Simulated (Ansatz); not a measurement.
# CH8N2Sn: the cost of one run

Computed with Ansatz 0.2.0, Gaussian basis. Level: the settings change from run to run.

## (1) The geometry

An earlier PBE0-D4 in a triple-zeta def2 set relaxation fixed the geometry. Sn takes a core potential in def2 sets; no spin-orbit term is included.

SMILES `N[CH2][SnH2][NH2]`, 12 atoms, charge 0, spin multiplicity 1.

Atoms are counted from 1 here; the program's logs count them from 0.

Bond lengths: N1–C2 1.457 Å, N1–H5 1.013 Å, N1–H6 1.012 Å, C2–Sn3 2.161 Å, C2–H7 1.099 Å, C2–H8 1.093 Å, Sn3–N4 2.033 Å, Sn3–H9 1.711 Å, Sn3–H10 1.714 Å, N4–H11 1.012 Å, N4–H12 1.013 Å. Angles: C2–N1–H5 111.4°, C2–N1–H6 111.1°, H5–N1–H6 106.9°, N1–C2–Sn3 107.6°, N1–C2–H7 115.5°, N1–C2–H8 109.0°, Sn3–C2–H7 111.0°, Sn3–C2–H8 106.1°, H7–C2–H8 107.3°, C2–Sn3–N4 110.8°, C2–Sn3–H9 113.4°, C2–Sn3–H10 107.9°, N4–Sn3–H9 106.6°, N4–Sn3–H10 106.4°, H9–Sn3–H10 111.4°, Sn3–N4–H11 112.4°, Sn3–N4–H12 111.3°, H11–N4–H12 107.1°.

Geometry (Å):

```tsv
atom	x (Å)	y (Å)	z (Å)
N1	-1.6724	0.6236	0.2035
C2	-0.4323	1.0721	-0.4170
Sn3	1.1710	-0.1428	0.3739
N4	0.8943	-2.1011	-0.0961
H5	-2.4773	1.0821	-0.2067
H6	-1.6833	0.8400	1.1922
H7	-0.2084	2.1421	-0.3053
H8	-0.4729	0.8589	-1.4881
H9	2.7129	0.2927	-0.2275
H10	1.1151	-0.0427	2.0837
H11	1.2155	-2.3236	-1.0299
H12	-0.0852	-2.3566	-0.0487
```

## (2) PBE-QIDH/STO-3G

Options: charge +1, multiplicity 2, atoms shaken by 0.15 Å, a grid of angular degree 47.

in.yaml

```yaml
crystal:
  periodic: [false, false, false]
  atoms:
    - {symbol: N, position_ang: [-1.647841, 0.630154, 0.239151]}
    - {symbol: C, position_ang: [-0.373514, 1.085156, -0.633712]}
    - {symbol: Sn, position_ang: [1.097612, -0.242571, 0.108131]}
    - {symbol: N, position_ang: [0.888852, -1.844245, -0.193813]}
    - {symbol: H, position_ang: [-2.433087, 1.245349, -0.343565]}
    - {symbol: H, position_ang: [-1.637828, 0.966160, 1.262890]}
    - {symbol: H, position_ang: [-0.038270, 1.974297, -0.304143]}
    - {symbol: H, position_ang: [-0.574792, 1.056081, -1.616006]}
    - {symbol: H, position_ang: [2.722595, 0.373032, -0.254194]}
    - {symbol: H, position_ang: [0.926132, -0.175031, 2.376804]}
    - {symbol: H, position_ang: [0.941076, -2.465159, -1.149932]}
    - {symbol: H, position_ang: [-0.307036, -2.227663, 0.041525]}
basis:
  gaussian: {orbitals: STO-3G, final_grid: {core_spheres: 20, valence_spheres: 16, degree: 47}}
total_charge: 1
magnetization: {spin_polarized: true, initial_magnetization: 1}
hamiltonian: {xc: {name: PBE-QIDH}}
```

On the command line:

```bash
ansatz run in.yaml --threads 4 --pin off --events-out ev --progress --plain --max-ram 10444MiB
```

Q: Estimate wall time and peak memory on 4 threads of Arm Neoverse V2, shared host.

About 3 s, with a peak of 0.25 GiB.
